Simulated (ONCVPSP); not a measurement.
**An ONCV potential for tungsten, from input to tests**

Aim: build the potential from the settings below, then test how well it stands in for the atom: other configurations, scattering, ghost states and the plane-wave cutoff that it needs.

The numbers are computed with ONCVPSP 4.0.1.1 (patched build) (PBEsol, scalar-relativistic, spin-unpolarised reference atom).

### 1 The design

The settings as typed:

| Item | Value |
| --- | --- |
| element | tungsten (W, Z = 74) |
| type | optimised norm-conserving Vanderbilt (ONCV) |
| frozen core | [Kr] 4d10 |
| valence charge | 28 |
| reference configuration | 4f14 5s2 5p6 5d4 6s1.75 (charge +0.25) |
| partial waves | 5s+6s: rc 1.50 bohr, ncon 4, nbas 8, qcut 7.4 1/bohr, 2 projectors; 5p: rc 1.85 bohr, ncon 3, nbas 6, qcut 6.6 1/bohr, 2 projectors, debl 1.6 Ha; 5d: rc 2.75 bohr, ncon 3, nbas 7, qcut 4.6 1/bohr, 1 projector; 4f: rc 0.80 bohr, ncon 4, nbas 9, qcut 24.1 1/bohr, 2 projectors, debl 2.9 Ha |
| local potential | polynomial inside 0.75 bohr (lpopt 4, dvloc0 3 Ha) |
| core correction | not asked for |

The nodes and maxima of the atom's own shells, from an earlier all-electron run, set the scale for the radii.

All-electron outer shells of the reference configuration (PBEsol, scalar-relativistic, ld1.x):

```
shell  level (eV)  outermost node (bohr)  outermost maximum (bohr)
   4d     -240.03                   0.22                      0.45
   5s      -80.87                   0.53                      0.96
   5p      -44.99                   0.57                      1.09
   4f      -35.00                      –                      0.43
   6s       -7.30                   1.28                      2.64
   5d       -6.23                   0.63                      1.49
   6p       -2.61                   1.53                      3.56
```

### 2 Generating the potential

The input, W.dat:

```
# ATOM AND REFERENCE CONFIGURATION
# atsym  z   nc   nv     iexc    psfile
  W 74.00    9    5  -116133      upf
#
#   n    l    f
    1    0    2.00
    2    0    2.00
    2    1    6.00
    3    0    2.00
    3    1    6.00
    3    2   10.00
    4    0    2.00
    4    1    6.00
    4    2   10.00
    4    3   14.00
    5    0    2.00
    5    1    6.00
    5    2    4.00
    6    0    1.75
#
# PSEUDOPOTENTIAL AND OPTIMIZATION
# lmax
    3
#
#   l,   rc,      ep,       ncon, nbas, qcut
    0    1.50    0.00    4    8    7.40
    1    1.85    0.00    3    6    6.60
    2    2.75    0.00    3    7    4.60
    3    0.80    0.00    4    9   24.10
#
# LOCAL POTENTIAL
# lloc, lpopt,  rc(5),   dvloc0
    4    4    0.75    3.00
#
# VANDERBILT-KLEINMAN-BYLANDER PROJECTORs
# l, nproj, debl
    0    2    2.90
    1    2    1.60
    2    1    3.30
    3    2    2.90
#
# MODEL CORE CHARGE
# icmod, fcfact, rcfact
    0    0.00    0.00
#
# LOG DERIVATIVE ANALYSIS
# epsh1, epsh2, depsh
   -4.00    5.00    0.02
#
# OUTPUT GRID
# rlmax, drl
    6.00    0.01
#
# TEST CONFIGURATIONS
# ncnf
    4
# nvcnf
#   n    l    f
    5
    4    3   14.00
    5    0    2.00
    5    1    6.00
    5    2    4.00
    6    0    2.00
#
    5
    4    3   14.00
    5    0    2.00
    5    1    6.00
    5    2    4.00
    6    0    1.00
#
    5
    4    3   14.00
    5    0    2.00
    5    1    6.00
    5    2    4.00
    6    0    0.00
#
    6
    4    3   14.00
    5    0    2.00
    5    1    6.00
    5    2    4.00
    6    0    0.00
    6    1    2.00
#
```

Command:

```console
$ oncvpsp.x < W.dat > W.out
```

**Question.** What will these runs give? Wanted: cutoffs for 1 and 0.1 mHa per electron, occupied waves; bound ghosts; GHOST(+) flags; largest test error; largest phase difference near zero energy, channels read; projector energies reset by the program.

**Answer**, as computed:

| quantity | value |
| --- | --- |
| cutoffs for 1 and 0.1 mHa per electron, occupied waves | 229 Ha and 251 Ha |
| bound ghosts | s at -56.86 eV |
| GHOST(+) flags | p at 129 eV, d at 201 eV |
| largest test error (AE − PS) | -13 meV, for 4f14 5s2 5p6 5d4 6s0 |
| largest phase difference near zero energy, channels read | 0.024 rad |
| projector energies reset by the program | p: -1.653, 0.250 Ha |

What this shows: A bound ghost (s) makes it unfit for use: electrons can fall into a state that the atom doesn't have. By total energies transferability is good: the largest error is 13 meV on 23.0 eV, for 4f14 5s2 5p6 5d4 6s0. Atomic tests can pass in spite of a ghost, since they solve only for the levels asked. It counts as very hard, with 229 Ha needed at the looser tolerance. At the looser tolerance the 4f wave is the slowest; 5s needs 22 Ha. Near zero energy the phases of the channels with partial waves agree within 0.024 rad. The program also flags highly localised states, GHOST(+) (p, d).
